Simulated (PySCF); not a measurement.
# GaC: from the state search to spectroscopic constants

What are the lowest state that PBE0 finds, the bond length, vibrational wavenumber and bond energy of GaC, and how much do these hang on the method?

Method: Ga cc-pVDZ-PP with ECP10, C cc-pVDZ, scalar-relativistic core potentials; program: PySCF 2.14.0.

## 1. Set-up

Settings of the job:

```
atoms                         : Ga, C
charge                        : 0
basis                         : Ga cc-pVDZ-PP with ECP10, C cc-pVDZ
Hamiltonian                   : scalar-relativistic core potentials
basis functions               : 37
electrons treated             : 27
masses in u                   : 68.9256, 12.0000
levels                        : PBE0, PBE, r²SCAN, BHandHLYP, MN15, M06-2X, CAM-B3LYP, HF, MP2, SCS-MP2, CCSD, CCSD(T)
grid                          : 80 radial by 434 angular points
occupations                   : held fixed by the projection of orbital angular momentum
dissociation limit            : Ga + C, each in its ground configuration
starting distance in angstrom : 1.915
values of 2S to try           : 1, 3
```

The run is started by

```bash
> OMP_NUM_THREADS=1 python dia.py task.json out
```

The runs that follow: PBE0 along the bond; Other states along the same grid; PBE; r²SCAN; BHandHLYP; MN15 (hybrid meta-GGA); M06-2X (hybrid meta-GGA); CAM-B3LYP (range-separated hybrid); UHF (mean field); MP2 and coupled cluster.

Before running it: what results should come out? Wanted: for each run, Re; ωe; De; μ.

**Answer**, as computed:

Lowest PBE0 solution found, without spin–orbit coupling: ⁴Σ⁻ (quartet), unpaired electrons σ ↑, π ↑↑. State 2 has its PBE0 minimum 0.57 eV higher, as a spin-mixed determinant (⟨S²⟩ = 1.77), so this is no gap between pure states. State 3 has its PBE0 minimum 0.64 eV higher, as a spin-mixed determinant (⟨S²⟩ = 1.76), so this is no gap between pure states. State 4 has its PBE0 minimum 1.53 eV higher. The other levels ran on the lowest alone.

```csv
level,Re (Å),ωe (cm⁻¹),De (eV),μ (D)
UHF,2.043,535,2.16,-1.87
UHF-MP2,2.032,541,2.85,n/a
UHF-SCS-MP2,2.035,539,2.58,n/a
UHF-CCSD,2.031,536,2.71,n/a
UHF-CCSD(T),2.030,534,2.80,n/a
PBE,2.030,508,3.43,-1.97
r²SCAN,2.011,533,3.33,-1.87
PBE0,2.018,530,3.20,-2.05
MN15,2.027,531,3.19,-1.96
BHandHLYP,2.021,533,2.73,-2.17
M06-2X,2.030,536,3.12,-2.27
CAM-B3LYP,2.016,531,2.96,-2.09
```

De is counted to Ga + C in their ground configurations. A positive dipole means Ga(−)C(+).

Differences from CCSD(T) in the same basis:

```csv
level,Re (mÅ),ωe (%)
UHF,+13,+0.2
UHF-MP2,+2,+1.4
UHF-SCS-MP2,+5,+0.9
UHF-CCSD,+1,+0.3
PBE,0,-4.9
r²SCAN,-19,-0.2
PBE0,-13,-0.8
MN15,-3,-0.6
BHandHLYP,-9,-0.2
M06-2X,0,+0.4
CAM-B3LYP,-15,-0.5
```

Judged by CCSD(T) in the same basis: best bond length PBE and M06-2X (0 mÅ), worst r²SCAN (-19 mÅ); best wavenumber UHF and r²SCAN and BHandHLYP (0.2 % off), worst PBE (-4.9 %). CCSD(T) in a basis this small is itself some way from its limit, more so than the functionals. Among the levels with a De in the table, it runs from 2.16 eV (UHF) to 3.43 eV (PBE).

Correlated steps freeze 5 core orbitals.
